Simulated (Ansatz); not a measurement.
Working through a rigid scan of one bond length of CH₅BOS, SMILES COBS

With the Python package of Ansatz (0.2.0).

Typed at the interpreter:
```pycon
>>> import ansatz
>>> import numpy as np
>>> system = (
...     ansatz.Crystal.molecule()
...     .atom("C", [0.6129, 0.708, -1.0189])
...     .atom("O", [0.8787, 0.053, 0.1492])
...     .atom("B", [-0.2696, -0.8405, 0.4645])
...     .atom("S", [-1.539, -0.2468, 1.6187])
...     .atom("H", [0.4351, 0.0534, -1.9123])
...     .atom("H", [-0.3371, 1.4114, -0.9004])
...     .atom("H", [1.4379, 1.4281, -1.2741])
...     .atom("H", [-0.2138, -1.9285, 0.0499])
...     .atom("H", [-0.9167, -0.6844, 2.8063])
... )
>>> symbols = [site.symbol for site in system.cartesian_sites]
>>> start = np.array([site.position_ang for site in system.cartesian_sites])
>>> axis = (start[2] - start[1]) / np.linalg.norm(start[2] - start[1])
>>> moving = [2, 3, 7, 8]
>>> lengths, energies = [1.31, 1.37, 1.429, 1.489, 1.548, 1.608, 1.667, 1.757], []
>>> for length in lengths:
...     xyz = start.copy()
...     xyz[moving] += (length - np.linalg.norm(start[2] - start[1])) * axis
...     point = ansatz.Crystal.molecule()
...     for symbol, place in zip(symbols, xyz):
...         point = point.atom(symbol, place.tolist())
...     base = (
...         point.calculation()
...         .basis(gaussian="def2-SVP")  # the orbital basis, by name
...         .functional("r2scan0")
...         .scf(lower_state_search="standard")
...     )
...     data = base.run().report
...     energies.append(data["free_energy_ev"])
...     print(f"r = {length:6.3f} A  E = {energies[-1]:.5f} eV  <S^2> = {abs(data['mean_field']['state']['spin_squared']):.3f}")
...
r =  1.310 A  E = -14667.56562 eV  <S^2> = 0.000
r =  1.370 A  E = -14667.65207 eV  <S^2> = 0.000
r =  1.429 A  E = -14667.59572 eV  <S^2> = 0.000
r =  1.489 A  E = -14667.43882 eV  <S^2> = 0.000
r =  1.548 A  E = -14667.21806 eV  <S^2> = 0.000
r =  1.608 A  E = -14666.94947 eV  <S^2> = 0.000
r =  1.667 A  E = -14666.65882 eV  <S^2> = 0.000
r =  1.757 A  E = -14666.19116 eV  <S^2> = 0.000
>>> # quartic fit about the minimum
>>> fit = np.polynomial.Polynomial.fit(lengths, np.array(energies) - min(energies), 4).convert()
>>> roots = [r.real for r in fit.deriv().roots() if abs(r.imag) < 1e-9 and fit.deriv(2)(r.real) > 0]
>>> r_e = min(roots, key=lambda r: abs(r - lengths[int(np.argmin(energies))]))
>>> print(f"minimum of the fit at {r_e:.4f} A, force constant {fit.deriv(2)(r_e):.2f} eV/A^2")
minimum of the fit at 1.3729 A, force constant 38.72 eV/A^2
```

Reading the output:
- The settings weren't tested for convergence.
- The rest of the molecule is held rigid at a force-field or estimated start geometry, and the basis set is modest; single-reference methods fail as a bond breaks.
- The orbitals are restricted, so S² is zero by construction.
- Finished in 31 s on 1 thread of Arm Neoverse V1, on a shared host, peak memory 0.24 GiB.
